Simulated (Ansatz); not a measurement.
# Ag+ with H₂O: superposition error and deformation, part 2 of 2

Ansatz 0.2.0, Gaussian basis. The steps go on from the part before.

## Step 8: PBE-D4/def2-TZVPPD

free-b/in.yaml reads:

```yaml
crystal:
  periodic: [false, false, false]
  atoms:
    - {symbol: O, position_ang: [0.008694, 0.002960, 0.258728]}
    - {symbol: H, position_ang: [-0.526657, 0.530926, 0.854852]}
    - {symbol: H, position_ang: [0.584851, -0.510070, 0.829301]}
basis:
  gaussian: {orbitals: "def2-TZVPPD.json"}
hamiltonian: {xc: pbe, dispersion: d4}
```

Started as:

```
$ ansatz run in.yaml --threads 2 --pin off --events-out ev --progress --plain --max-ram 5222MiB
```

The program printed:

```text
Functional definition: PBE
  name "PBE"
  cite "Perdew, Burke & Ernzerhof, Phys. Rev. Lett. 77, 3865 (1996) doi:10.1103/PhysRevLett.77.3865"
  parent pbe
  parameter kappa = 0.804
  parameter beta = 0.06672455060314922
  exchange = pbe_x(kappa = kappa, mu = beta*pi^2/3)
  correlation = pbe_c(beta = beta)
302 factors; their error is unknown
mean field evaluation 1: about -2072.8381 eV, gradient 6.0e1 eV
mean field evaluation 2: about -2043.3202 eV, gradient 1.3e2 eV
mean field evaluation 4: about -2078.5010 eV, gradient 1.1e0 eV
mean field evaluation 8: about -2078.5002 eV, gradient 1.9e-2 eV
mean field -2078.50022991 eV, -76.3834745910 hartree, gradient 8.9e-5 eV, S^2 0.000000; 0 other end points of the search recorded, 0 dependent functions left out
reference -2078.50026950 eV, -76.3834760461 hartree; 5, 5 occupied and 69, 69 virtual orbitals, 302 factors
Total energy: -2078.50558638 eV, -76.3836714377 hartree
```

Wall time 0.25 s (2 threads of Arm Neoverse V1, shared host).

## Step 9: r2SCAN-D4/def2-TZVPPD

free-b/in.yaml, as its differences from that of step 8:

```diff
@@ -8,2 +8,2 @@
   gaussian: {orbitals: "def2-TZVPPD.json"}
-hamiltonian: {xc: pbe, dispersion: d4}
+hamiltonian: {xc: r2scan, dispersion: d4}
```

Started as:

```
$ ansatz run in.yaml --threads 2 --pin off --events-out ev --progress --plain --max-ram 5222MiB
```

The program printed:

```text
Functional definition: r2SCAN
  name "r2SCAN"
  cite "Furness, Kaplan, Ning, Perdew & Sun, J. Phys. Chem. Lett. 11, 8208 (2020) doi:10.1021/acs.jpclett.0c02405"
  cite "Furness, Kaplan, Ning, Perdew & Sun, J. Phys. Chem. Lett. 11, 9248 (2020) doi:10.1021/acs.jpclett.0c03077"
  parent r2scan
  parameter k0 = 0.174
  parameter k1 = 0.065
  parameter a1 = 4.9479
  exchange = r2scan_x(k0 = k0, k1 = k1, a1 = a1)
  correlation = r2scan_c
302 factors; their error is unknown
mean field evaluation 1: about -2074.8352 eV, gradient 5.5e1 eV
mean field evaluation 2: about -2060.7149 eV, gradient 1.0e2 eV
mean field evaluation 4: about -2079.6470 eV, gradient 8.5e-1 eV
mean field evaluation 8: about -2079.6451 eV, gradient 2.4e-2 eV
mean field -2079.64509913 eV, -76.4255477588 hartree, gradient 6.7e-6 eV, S^2 0.000000; 0 other end points of the search recorded, 0 dependent functions left out
reference -2079.64511299 eV, -76.4255482682 hartree; 5, 5 occupied and 69, 69 virtual orbitals, 302 factors
Total energy: -2079.64638547 eV, -76.4255950311 hartree
```

Wall time 0.65 s (2 threads of Arm Neoverse V1, shared host).

## Step 10: PBE0-D4/def2-TZVPPD

free-b/in.yaml, as its differences from that of step 9:

```diff
@@ -8,2 +8,3 @@
   gaussian: {orbitals: "def2-TZVPPD.json"}
-hamiltonian: {xc: r2scan, dispersion: d4}
+hamiltonian: {xc: pbe0, dispersion: d4}
+output: {orbitals: {seedname: orbitals}}
```

Started as:

```
$ ansatz run in.yaml --threads 2 --pin off --events-out ev --progress --plain --max-ram 5222MiB
```

The program printed:

```text
[... 10 set-up lines as earlier in the session ...]
302 factors; their error is unknown
mean field evaluation 1: about -2074.4710 eV, gradient 5.1e1 eV
mean field evaluation 2: about -2067.2887 eV, gradient 8.0e1 eV
mean field evaluation 4: about -2078.4894 eV, gradient 2.7e-1 eV
mean field evaluation 8: about -2078.4963 eV, gradient 1.8e-3 eV
mean field -2078.49629361 eV, -76.3833299346 hartree, gradient 8.4e-6 eV, S^2 0.000000; 0 other end points of the search recorded, 0 dependent functions left out
reference -2078.49632313 eV, -76.3833310196 hartree; 5, 5 occupied and 69, 69 virtual orbitals, 302 factors
Total energy: -2078.50057881 eV, -76.3834874130 hartree
```

Run time: 0.3 s. Hardware: 2 threads of Arm Neoverse V1, shared host.

## Step 11: B3LYP-D4/def2-TZVPPD

free-b/in.yaml, as its differences from that of step 10:

```diff
@@ -8,3 +8,2 @@
   gaussian: {orbitals: "def2-TZVPPD.json"}
-hamiltonian: {xc: pbe0, dispersion: d4}
-output: {orbitals: {seedname: orbitals}}
+hamiltonian: {xc: {name: B3LYP}, dispersion: d4}
```

Started as:

```
$ ansatz run in.yaml --threads 2 --pin off --events-out ev --progress --plain --max-ram 5222MiB
```

The program printed:

```text
Functional definition: B3LYP
  name "B3LYP"
  cite "Stephens, Devlin, Chabalowski & Frisch, J. Phys. Chem. 98, 11623 (1994) doi:10.1021/j100096a001"
[... 2 set-up lines as earlier in the session ...]
  cite "Vosko, Wilk & Nusair, Can. J. Phys. 58, 1200 (1980) doi:10.1139/p80-159"
  parameter a0 = 0.2
  parameter ax = 0.72
  parameter ac = 0.81
  exchange = (1 - a0 - ax)*slater_x + ax*b88_x + a0*exact_x
  correlation = (1 - ac)*vwn_rpa_c + ac*lyp_c
302 factors; their error is unknown
mean field evaluation 1: about -2076.1267 eV, gradient 5.5e1 eV
mean field evaluation 2: about -2064.1022 eV, gradient 9.7e1 eV
mean field evaluation 4: about -2080.8343 eV, gradient 4.1e-1 eV
mean field evaluation 8: about -2080.8395 eV, gradient 1.4e-3 eV
mean field -2080.83952751 eV, -76.4694421922 hartree, gradient 1.5e-5 eV, S^2 0.000000; 0 other end points of the search recorded, 0 dependent functions left out
reference -2080.83971578 eV, -76.4694491111 hartree; 5, 5 occupied and 69, 69 virtual orbitals, 302 factors
Total energy: -2080.84814155 eV, -76.4697587526 hartree
```

Wall time 0.35 s (2 threads of Arm Neoverse V1, shared host).

## Step 12: wB97X-V/def2-TZVPPD

free-b/in.yaml, as its differences from that of step 11:

```diff
@@ -8,2 +8,2 @@
   gaussian: {orbitals: "def2-TZVPPD.json"}
-hamiltonian: {xc: {name: B3LYP}, dispersion: d4}
+hamiltonian: {xc: {name: wB97X-V}}
```

Started as:

```
$ ansatz run in.yaml --threads 2 --pin off --events-out ev --progress --plain --max-ram 5222MiB
```

The program printed:

```text
[... 17 set-up lines as earlier in the session ...]
      + integral(e_c_pw_opposite_spin*poly(b97_u_opposite, cos0, cos1)) + vv10(b, c)
302 factors; their error is unknown
104 factors; integrals over basis functions are off by at most 2.9e-5 eV
mean field evaluation 1: about -2076.8892 eV, gradient 4.4e1 eV
mean field evaluation 2: about -2076.4019 eV, gradient 4.9e1 eV
mean field evaluation 4: about -2079.9561 eV, gradient 2.7e-1 eV
mean field evaluation 8: about -2079.9599 eV, gradient 2.2e-2 eV
mean field -2079.95993665 eV, -76.4371178243 hartree, gradient 3.9e-5 eV, S^2 0.000000; 0 other end points of the search recorded, 0 dependent functions left out
reference -2079.95993473 eV, -76.4371177539 hartree; 5, 5 occupied and 69, 69 virtual orbitals, 302 factors
Total energy: -2079.95993473 eV, -76.4371177539 hartree
```

Wall time 0.9 s (2 threads of Arm Neoverse V1, shared host).

## Step 13: wB97M-V/def2-TZVPPD

free-b/in.yaml, as its differences from that of step 12:

```diff
@@ -8,2 +8,2 @@
   gaussian: {orbitals: "def2-TZVPPD.json"}
-hamiltonian: {xc: {name: wB97X-V}}
+hamiltonian: {xc: {name: wB97M-V}}
```

Started as:

```
$ ansatz run in.yaml --threads 2 --pin off --events-out ev --progress --plain --max-ram 5222MiB
```

The program printed:

```text
[... 5 set-up lines as earlier in the session ...]
  # Of w^i u^j: cxij and so on, Table III.
[... 17 set-up lines as earlier in the session ...]
  gx(w, u) = 1 - cx + cx01*u + cx10*w
  gss(w, u) = css00 + css04*u^4 + css10*w + css20*w^2 + css43*w^4*u^3
  gos(w, u) = cos00 + cos10*w + (cos20 + cos21*u)*w^2 + (cos60 + cos61*u)*w^6
[... 2 set-up lines as earlier in the session ...]
      + integral(e_c_pw_mod_opposite_spin*gos(b97_w_opposite, b97_u_opposite)) + vv10(b, c)
302 factors; their error is unknown
104 factors; integrals over basis functions are off by at most 2.9e-5 eV
mean field evaluation 1: about -2076.7692 eV, gradient 4.5e1 eV
mean field evaluation 2: about -2076.0382 eV, gradient 5.1e1 eV
mean field evaluation 4: about -2079.9374 eV, gradient 2.8e-1 eV
mean field evaluation 8: about -2079.9401 eV, gradient 2.1e-2 eV
mean field -2079.94006991 eV, -76.4363877353 hartree, gradient 2.3e-5 eV, S^2 0.000000; 0 other end points of the search recorded, 0 dependent functions left out
reference -2079.94011717 eV, -76.4363894721 hartree; 5, 5 occupied and 69, 69 virtual orbitals, 302 factors
Total energy: -2079.94011717 eV, -76.4363894721 hartree
```

Wall time 0.9 s (2 threads of Arm Neoverse V1, shared host).

## Step 14: B2PLYP/def2-TZVPPD

free-b/in.yaml, as its differences from that of step 13:

```diff
@@ -8,2 +8,2 @@
   gaussian: {orbitals: "def2-TZVPPD.json"}
-hamiltonian: {xc: {name: wB97M-V}}
+hamiltonian: {xc: {name: B2PLYP}}
```

Started as:

```
$ ansatz run in.yaml --threads 2 --pin off --events-out ev --progress --plain --max-ram 5222MiB
```

The program printed:

```text
[... 9 set-up lines as earlier in the session ...]
427 factors; integrals over basis functions are off by at most 1.1e-3 eV
mean field evaluation 1: about -2074.0553 eV, gradient 4.4e1 eV
mean field evaluation 2: about -2074.0561 eV, gradient 4.4e1 eV
mean field evaluation 4: about -2077.0919 eV, gradient 1.2e0 eV
mean field evaluation 8: about -2077.0957 eV, gradient 6.5e-3 eV
mean field -2077.09569569 eV, -76.3318589106 hartree, gradient 5.6e-6 eV, S^2 0.000000; 0 other end points of the search recorded, 0 dependent functions left out
1 core orbitals not correlated: weight in the atoms' cores, before any rotation towards them, 1.000 or more for the frozen orbitals, at most 0.000 for the correlated occupied ones
reference -2077.09581177 eV, -76.3318631765 hartree; 4, 4 occupied and 69, 69 virtual orbitals, 427 factors
second order -8.52514547 eV of doubles, -0.00000000 eV of singles
Total energy: -2079.39760105 eV, -76.4164523723 hartree
```

Wall time 0.5 s (2 threads of Arm Neoverse V1, shared host).

## Step 15: BLYP-D4/def2-TZVPPD

free-b/in.yaml, as its differences from that of step 14:

```diff
@@ -8,2 +8,2 @@
   gaussian: {orbitals: "def2-TZVPPD.json"}
-hamiltonian: {xc: {name: B2PLYP}}
+hamiltonian: {xc: {name: BLYP}, dispersion: d4}
```

Started as:

```
$ ansatz run in.yaml --threads 2 --pin off --events-out ev --progress --plain --max-ram 5222MiB
```

The program printed:

```text
Functional definition: BLYP
  name "BLYP"
[... 2 set-up lines as earlier in the session ...]
  parameter beta = 0.0042
  parameter a = 0.04918
  parameter b = 0.132
  parameter c = 0.2533
  parameter d = 0.349
  exchange = b88_x(beta = beta)
  correlation = lyp_c(a = a, b = b, c = c, d = d)
302 factors; their error is unknown
mean field evaluation 1: about -2074.1599 eV, gradient 6.3e1 eV
mean field evaluation 2: about -2037.8817 eV, gradient 1.4e2 eV
mean field evaluation 4: about -2080.3743 eV, gradient 1.2e0 eV
mean field evaluation 8: about -2080.3740 eV, gradient 1.9e-2 eV
mean field -2080.37396168 eV, -76.4523329635 hartree, gradient 1.5e-5 eV, S^2 0.000000; 0 other end points of the search recorded, 0 dependent functions left out
reference -2080.37421506 eV, -76.4523422752 hartree; 5, 5 occupied and 69, 69 virtual orbitals, 302 factors
Total energy: -2080.38705704 eV, -76.4528142094 hartree
```

Run time: 0.3 s. Hardware: 2 threads of Arm Neoverse V1, shared host.

## Step 16: revPBE-D4/def2-TZVPPD

free-b/in.yaml, as its differences from that of step 15:

```diff
@@ -8,2 +8,2 @@
   gaussian: {orbitals: "def2-TZVPPD.json"}
-hamiltonian: {xc: {name: BLYP}, dispersion: d4}
+hamiltonian: {xc: {name: revPBE}, dispersion: d4}
```

Started as:

```
$ ansatz run in.yaml --threads 2 --pin off --events-out ev --progress --plain --max-ram 5222MiB
```

The program printed:

```text
Functional definition: revPBE
  name "revPBE"
  cite "Zhang & Yang, Phys. Rev. Lett. 80, 890 (1998) doi:10.1103/PhysRevLett.80.890"
[... 1 set-up line as earlier in the session ...]
  parameter kappa = 1.245
[... 3 set-up lines as earlier in the session ...]
302 factors; their error is unknown
mean field evaluation 1: about -2074.6565 eV, gradient 5.9e1 eV
mean field evaluation 2: about -2045.4949 eV, gradient 1.3e2 eV
mean field evaluation 4: about -2080.1396 eV, gradient 1.1e0 eV
mean field evaluation 8: about -2080.1388 eV, gradient 2.0e-2 eV
mean field -2080.13879592 eV, -76.4436907815 hartree, gradient 1.3e-5 eV, S^2 0.000000; 0 other end points of the search recorded, 0 dependent functions left out
reference -2080.13884522 eV, -76.4436925931 hartree; 5, 5 occupied and 69, 69 virtual orbitals, 302 factors
Total energy: -2080.16462310 eV, -76.4446399128 hartree
```

Run time: 0.25 s. Hardware: 2 threads of Arm Neoverse V1, shared host.

## Step 17: B97M-V/def2-TZVPPD

free-b/in.yaml, as its differences from that of step 16:

```diff
@@ -8,2 +8,2 @@
   gaussian: {orbitals: "def2-TZVPPD.json"}
-hamiltonian: {xc: {name: revPBE}, dispersion: d4}
+hamiltonian: {xc: {name: B97M-V}}
```

Started as:

```
$ ansatz run in.yaml --threads 2 --pin off --events-out ev --progress --plain --max-ram 5222MiB
```

The program printed:

```text
[... 5 set-up lines as earlier in the session ...]
  # Of w^i u^j: cxij and so on, Table III.
[... 17 set-up lines as earlier in the session ...]
  gx(w, u) = cx00 + cx01*u + cx02*u^2 + (cx10 + cx11*u)*w
  gss(w, u) = css00 + css02*u^2 + css10*w + (css32*w^3 + css42*w^4)*u^2
  gos(w, u) = cos00 + cos01*u + cos03*u^3 + cos10*w + cos32*w^3*u^2
[... 2 set-up lines as earlier in the session ...]
      + integral(e_c_pw_mod_opposite_spin*gos(b97_w_opposite, b97_u_opposite)) + vv10(b, c)
302 factors; their error is unknown
mean field evaluation 1: about -2075.4016 eV, gradient 5.3e1 eV
mean field evaluation 2: about -2060.9898 eV, gradient 9.9e1 eV
mean field evaluation 4: about -2080.0142 eV, gradient 7.6e-1 eV
mean field evaluation 8: about -2080.0156 eV, gradient 2.1e-2 eV
mean field -2080.01557181 eV, -76.4391623788 hartree, gradient 6.6e-5 eV, S^2 0.000000; 0 other end points of the search recorded, 0 dependent functions left out
reference -2080.01562951 eV, -76.4391644994 hartree; 5, 5 occupied and 69, 69 virtual orbitals, 302 factors
Total energy: -2080.01562951 eV, -76.4391644994 hartree
```

Run time: 0.85 s. Hardware: 2 threads of Arm Neoverse V1, shared host.

## Step 18: HSE06-D4/def2-TZVPPD

free-b/in.yaml, as its differences from that of step 17:

```diff
@@ -8,2 +8,2 @@
   gaussian: {orbitals: "def2-TZVPPD.json"}
-hamiltonian: {xc: {name: B97M-V}}
+hamiltonian: {xc: hse06, dispersion: d4}
```

Started as:

```
$ ansatz run in.yaml --threads 2 --pin off --events-out ev --progress --plain --max-ram 5222MiB
```

The program printed:

```text
Functional definition: HSE06
  name "HSE06"
  cite "Heyd, Scuseria & Ernzerhof, J. Chem. Phys. 118, 8207 (2003) doi:10.1063/1.1564060"
  cite "Krukau, Vydrov, Izmaylov & Scuseria, J. Chem. Phys. 125, 224106 (2006) doi:10.1063/1.2404663"
  cite "Heyd & Scuseria, J. Chem. Phys. 120, 7274 (2004) doi:10.1063/1.1668634"
  cite "Ernzerhof & Perdew, J. Chem. Phys. 109, 3313 (1998) doi:10.1063/1.476928"
[... 3 set-up lines as earlier in the session ...]
  parameter omega = 0.11/bohr
  # The whole range is PBE's own exchange, as in plane waves. The composition of these papers is wPBEh.
  exchange = pbe_x - a*pbe_x_sr(omega) + a*exact_x_sr(omega)
  correlation = pbe_c
302 factors; their error is unknown
34 factors; integrals over basis functions are off by at most 5.2e-5 eV
mean field evaluation 1: about -2074.2127 eV, gradient 5.1e1 eV
mean field evaluation 2: about -2064.7024 eV, gradient 8.7e1 eV
mean field evaluation 4: about -2078.3922 eV, gradient 3.7e-1 eV
mean field evaluation 8: about -2078.3996 eV, gradient 9.9e-4 eV
mean field -2078.39960689 eV, -76.3797767632 hartree, gradient 9.0e-5 eV, S^2 0.000000; 0 other end points of the search recorded, 0 dependent functions left out
reference -2078.39964608 eV, -76.3797782036 hartree; 5, 5 occupied and 69, 69 virtual orbitals, 302 factors
Total energy: -2078.40347125 eV, -76.3799187760 hartree
```

It took 0.35 s on 2 threads of Arm Neoverse V1, shared host.

## Step 19: CCSD(T)/def2-TZVPPD

free-b/in.yaml, as its differences from that of step 18:

```diff
@@ -8,2 +8,2 @@
   gaussian: {orbitals: "def2-TZVPPD.json"}
-hamiltonian: {xc: hse06, dispersion: d4}
+correlation: {method: ccsd_t}
```

Started as:

```
$ ansatz run in.yaml --threads 2 --pin off --events-out ev --progress --plain --max-ram 5222MiB
```

The program printed:

```text
[... 6 set-up lines as earlier in the session ...]
427 factors; integrals over basis functions are off by at most 1.1e-3 eV
mean field evaluation 1: about -2068.0088 eV, gradient 3.3e1 eV
mean field evaluation 2: about -2068.0088 eV, gradient 3.3e1 eV
mean field evaluation 4: about -2069.7924 eV, gradient 1.4e0 eV
mean field evaluation 8: about -2069.8000 eV, gradient 4.2e-5 eV
mean field evaluation 16: about -2069.7995 eV, gradient 3.2e-1 eV
mean field -2069.80001998 eV, -76.0637477733 hartree, gradient 1.2e-6 eV, S^2 0.000000; 0 other end points of the search recorded, 0 dependent functions left out
1 core orbitals not correlated: weight in the atoms' cores, before any rotation towards them, 1.000 or more for the frozen orbitals, at most 0.000 for the correlated occupied ones
reference -2069.80001998 eV, -76.0637477733 hartree; 4, 4 occupied and 69, 69 virtual orbitals, 427 factors
second order -7.16969998 eV of doubles, -0.00000000 eV of singles
cycle   1  -7.15165266 eV  change    1.8e-2 eV  update   4.7e-2
cycle   2  -7.28560163 eV  change   -1.3e-1 eV  update   1.3e-2
cycle   3  -7.31969949 eV  change   -3.4e-2 eV  update   6.2e-3
cycle   4  -7.31593336 eV  change    3.8e-3 eV  update   1.2e-3
cycle   5  -7.31582144 eV  change    1.1e-4 eV  update   4.7e-4
cycle   6  -7.31590211 eV  change   -8.1e-5 eV  update   1.2e-4
cycle   7  -7.31584785 eV  change    5.4e-5 eV  update   3.9e-5
cycle   8  -7.31584139 eV  change    6.5e-6 eV  update   1.1e-5
cycle   9  -7.31583970 eV  change    1.7e-6 eV  update   2.9e-6
perturbative correction -0.21981877 eV, -0.0080781907 hartree
Total energy: -2077.33567845 eV, -76.3406781143 hartree
```

Wall time 0.5 s (2 threads of Arm Neoverse V1, shared host).

## Step 20: The split

| method | interaction with counterpoise (kJ/mol) | without | superposition error | deformation | binding energy |
| --- | --- | --- | --- | --- | --- |
| PBE-D4 | -136.86 | -137.13 | 0.27 | 0.30 | -136.56 |
| revPBE-D4 | -124.56 | -124.85 | 0.28 | 0.37 | -124.19 |
| BLYP-D4 | -134.71 | -135.04 | 0.33 | 0.14 | -134.57 |
| r2SCAN-D4 | -140.77 | -141.00 | 0.23 | 0.69 | -140.08 |
| B97M-V | -133.39 | -133.65 | 0.26 | 1.01 | -132.38 |
| PBE0-D4 | -129.15 | -129.36 | 0.21 | 0.64 | -128.50 |
| B3LYP-D4 | -130.91 | -131.17 | 0.26 | 0.42 | -130.49 |
| HSE06-D4 | -128.82 | -129.03 | 0.21 | 0.65 | -128.17 |
| wB97X-V | -126.13 | -126.37 | 0.24 | 0.51 | -125.62 |
| wB97M-V | -125.40 | -125.65 | 0.25 | 0.57 | -124.83 |
| B2PLYP | -123.98 | -126.22 | 2.24 | 0.60 | -123.38 |
| Hartree-Fock | -94.78 | -94.96 | 0.19 | 1.08 | -93.69 |
| MP2 | -119.64 | -125.66 | 6.02 | 0.84 | -118.80 |
| CCSD | -113.00 | -118.39 | 5.39 | 0.88 | -112.13 |
| CCSD(T) | -115.53 | -121.95 | 6.43 | 0.83 | -114.69 |

## Step 21: Summary of results

The summary covers parts 1 to 2.

```
            quantity           value
interaction, CCSD(T)  -115.53 kJ/mol
 superposition error     6.43 kJ/mol
         deformation     0.83 kJ/mol
      binding energy  -114.69 kJ/mol
```

What this shows: In this basis the superposition error is 6.43 kJ/mol for CCSD(T) and 0.26 kJ/mol on average for the plain functionals: correlated methods borrow far more, since they need many more functions to converge. Deformation takes back 1 % of the interaction.
